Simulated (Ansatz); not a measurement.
# EuFe3 (AuCu3 type): equation of state

One table from this session's results is given with a row withheld; the runs are named, their logs left out.

Computed with Ansatz 0.2.0 (DFT PBE, scalar-relativistic, plane waves, PAW, unless a step's input says otherwise).

4 further runs of the same task are left out: 4 that didn't finish. Runs told in other sessions of the task aren't counted.

### The starting structure

Symmetry: Pm-3m, No. 221, cubic system. Conventional cell: a = 3.963 Å, b = 3.963 Å, c = 3.963 Å, α = 90.00°, β = 90.00°, γ = 90.00°. Around Eu (site symmetry m-3m) lie 12 Fe at 2.80 Å. Fe (site symmetry 4/mmm) has 4 Eu at 2.80 Å and 8 Fe at 2.80 Å in its first shell of neighbours.

Structure file:

```
CELL_PARAMETERS angstrom
3.96284 0.00000 0.00000
0.00000 3.96284 0.00000
0.00000 0.00000 3.96284
ATOMIC_POSITIONS crystal
Eu 0.00000 0.00000 0.00000
Fe 0.00000 0.50000 0.50000
Fe 0.50000 0.50000 0.00000
Fe 0.50000 0.00000 0.50000
```

An earlier run at PBE left this cell at 15.558 Å³/atom and -0.01 GPa (8×8×8 mesh). The large moments point both ways.

Volume factors to run: 0.980, 1.020, 0.960, 1.040, 1.070, 1.100, 0.945.

Set-up of the first run:

Contents of input.yaml:

```yaml
crystal:
  lattice:
    - [3.936241279, 0.0, 0.0]
    - [0.0, 3.936241279, 0.0]
    - [0.0, 0.0, 3.936241279]
  atoms:
    - { symbol: Eu, position: [0.0, 0.0, 0.0], spin: 7.15 }
    - { symbol: Fe, position: [0.0, 0.5, 0.5], spin: -2.71 }
    - { symbol: Fe, position: [0.5, 0.5, 0.0], spin: -2.71 }
    - { symbol: Fe, position: [0.5, 0.0, 0.5], spin: -2.71 }
basis:
  ecutwfc: 420
  ecutrho_ratio: 4
kpoints:
  mp_grid: { grid: [8, 8, 8] }
hamiltonian:
  xc: pbe
scf:
  occupations: { method: gaussian, width: 0.05 }
output:
  forces: true
  stress: true
  eigenvalues: true
  populations: true
magnetization:
  spin_polarized: true
```

Run with:

```sh
ansatz run input.yaml --threads 2 --pin off --max-ram 2662MiB --backend cpu --events-out ev --progress --plain --runs-dir out
```

Steps of the session up to this table: Scaling the volume by 0.980; At 1.020 of the relaxed volume; Volume × 0.960; At 1.040 of the relaxed volume; Volume × 1.070; Volume × 1.100; Scaling the volume by 0.945.

One of the session's tables, all rows but one given; the rest of the session is left out.

It belongs to the step «The fit». 

| volume (Å³/atom) | energy (meV/atom) | pressure (GPa) | moment of atom 1 (μB) |
| --- | --- | --- | --- |
| 14.702 | 14.45 | 5.88 | 6.45 |
| 14.936 | 7.25 | 4.05 | 6.46 |
| 15.247 | ? | ? | ? |
| 15.558 | 0.00 | -0.01 | 6.50 |
| 15.869 | 1.50 | -1.52 | 6.51 |
| 16.181 | 5.84 | -3.00 | 6.53 |
| 16.647 | 17.52 | -4.99 | 6.56 |
| 17.114 | 34.62 | -6.71 | 6.58 |

Q: Estimate the row for volume (Å³/atom) = 15.247 from the others.

Worked estimate for «energy (meV/atom)». A straight line through the neighbours (14.936, 7.25) and (15.558, 0.00) gives 7.25 + (0.00 − 7.25) × (15.247 − 14.936) / (15.558 − 14.936) = 3.62; a parabola fitted to 4 rows on both sides gives 1.76.

The run gave: energy (meV/atom): 1.60; pressure (GPa): 1.84; moment of atom 1 (μB): 6.49. In «energy (meV/atom)» the line misses by +2.02 and the parabola by +0.16.

Limits of these values: Warnings in the runs' records: given moment on shells.
